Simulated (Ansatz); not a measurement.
# BrGeH2: the cost of one run

Method: cc-pVTZ, core rule «outside noble gas», up to 28 orbitals frozen; program: Ansatz 0.2.0, Gaussian basis.

The runs, in order: UHF; CCSD(T) on ROHF; CCSD(T) on UHF; BCCD(T) on ROHF; CCSDT(Q) on ROHF; CCSDT(Q) on UHF; CASSCF and MRCISD+Q, 12 electrons in 10 orbitals; CASSCF and NEVPT2, 12 electrons in 10 orbitals.

8 further runs of the same task are left out: 2 for a known fault of the program, 1 that didn't finish, 5 set aside as unsound or not needed.

### Step 1. The system

The geometry is a PBE0/def2-TZVP stationary point (not a proven minimum) of the parent state, kept for this charge and spin. No spin-orbit coupling is included. The filled d shell of Ge, Br may be among the frozen orbitals whatever the setting's name suggests; the logs give the count.

4 atoms, charge 1, spin multiplicity 5.

Atoms are counted from 1 here; the program's logs count them from 0.

Bond lengths: Ge1–Br2 2.790 Å, Ge1–H3 1.574 Å, Ge1–H4 1.646 Å. Angles: Br2–Ge1–H3 155.4°, Br2–Ge1–H4 44.3°, H3–Ge1–H4 111.1°.

### Step 2. UHF

in.yaml reads:

```yaml
crystal:
  periodic: [false, false, false]
  atoms:
    - {symbol: Ge, position_ang: [-0.000002, 0.461112, 0.627548]}
    - {symbol: Br, position_ang: [-0.000001, 0.417603, -2.162594]}
    - {symbol: H, position_ang: [0.000013, -0.172647, 2.068221]}
    - {symbol: H, position_ang: [-0.000010, -0.706068, -0.533175]}
basis:
  gaussian: {orbitals: cc-pVTZ}
total_charge: 1
magnetization: {spin_polarized: true, initial_magnetization: 4}
hamiltonian: {xc: hf}
output: {orbitals: {seedname: orbitals}}
```

The run is started by

```bash
ansatz run in.yaml --threads 1 --pin off --events-out ev --progress --plain --max-ram 4096MiB --backend cpu
```

Q: Estimate wall time and peak memory on 1 thread of AMD EPYC 7R13, shared host.

About 16 s, with a peak of 0.3 GiB.
